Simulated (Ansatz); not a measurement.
# H7NSSn: the cost of one run

Program: Ansatz 0.2.0, Gaussian basis. Level of theory: PBE0-D4, def2-SVP first, then def2-TZVP. These are calculated values, not measurements.

143 further runs of the same task are left out: 143 set aside as unsound or not needed.

### Step 1. The system as given

The guess: 10 atoms, charge 0, spin multiplicity 1.

Atoms are counted from 1 here; the program's logs count them from 0.

Bond lengths: Sn1–N2 2.203 Å, Sn1–H3 1.663 Å, Sn1–H4 1.693 Å, Sn1–H5 1.670 Å, N2–H6 1.264 Å, N2–H8 1.013 Å, N2–H9 1.012 Å, H6–S7 1.652 Å, S7–H10 1.323 Å. Angles: N2–Sn1–H3 111.0°, N2–Sn1–H4 94.5°, N2–Sn1–H5 110.7°, H3–Sn1–H4 106.7°, H3–Sn1–H5 123.7°, H4–Sn1–H5 105.9°, Sn1–N2–H6 90.9°, Sn1–N2–H8 117.3°, Sn1–N2–H9 116.0°, H6–N2–H8 112.9°, H6–N2–H9 111.3°, H8–N2–H9 107.7°, N2–H6–S7 147.1°, H6–S7–H10 91.7°.

As a file:

| atom | x (Å) | y (Å) | z (Å) |
| --- | --- | --- | --- |
| Sn1 | -0.99300 | 0.65900 | -0.36680 |
| N2 | 0.59340 | 0.08570 | 1.05060 |
| H3 | -0.42510 | 1.74390 | -1.49140 |
| H4 | -1.87230 | 1.55360 | 0.77040 |
| H5 | -1.94710 | -0.65660 | -0.74930 |
| H6 | 1.20870 | -0.53940 | 0.13980 |
| S7 | 1.24080 | -1.00260 | -1.44590 |
| H8 | 0.33050 | -0.50810 | 1.82760 |
| H9 | 1.15330 | 0.84420 | 1.41950 |
| H10 | 0.71090 | -2.17980 | -1.15430 |

Distances that are to change: Sn1–S7 2.99 Å, N2–H6 1.26 Å, Sn1–N2 2.20 Å, H6–S7 1.65 Å.

### Step 2. Relaxing the guess with the reacting distances held

The input, hold/in.yaml:

```yaml
crystal:
  periodic: [false, false, false]
  atoms:
    - {symbol: Sn, position_ang: [-0.993000, 0.659000, -0.366800]}
    - {symbol: N, position_ang: [0.593400, 0.085700, 1.050600]}
    - {symbol: H, position_ang: [-0.425100, 1.743900, -1.491400]}
    - {symbol: H, position_ang: [-1.872300, 1.553600, 0.770400]}
    - {symbol: H, position_ang: [-1.947100, -0.656600, -0.749300]}
    - {symbol: H, position_ang: [1.208700, -0.539400, 0.139800]}
    - {symbol: S, position_ang: [1.240800, -1.002600, -1.445900]}
    - {symbol: H, position_ang: [0.330500, -0.508100, 1.827600]}
    - {symbol: H, position_ang: [1.153300, 0.844200, 1.419500]}
    - {symbol: H, position_ang: [0.710900, -2.179800, -1.154300]}
basis:
  gaussian: {orbitals: def2-SVP}
hamiltonian: {xc: pbe0, dispersion: d4}
relax: {f_tol: 0.04, max_steps: 150, escape_saddle: false, constraints: [{distance: [0, 6]}, {distance: [1, 5]}, {distance: [0, 1]}, {distance: [5, 6]}]}
```

The run is started by

```console
ansatz run in.yaml --threads 4 --pin off --events-out ev --progress --plain --max-ram 9574MiB
```

**Question.** How long does this run take on 4 threads of Arm Neoverse V1, shared host?

About 9.5 s.
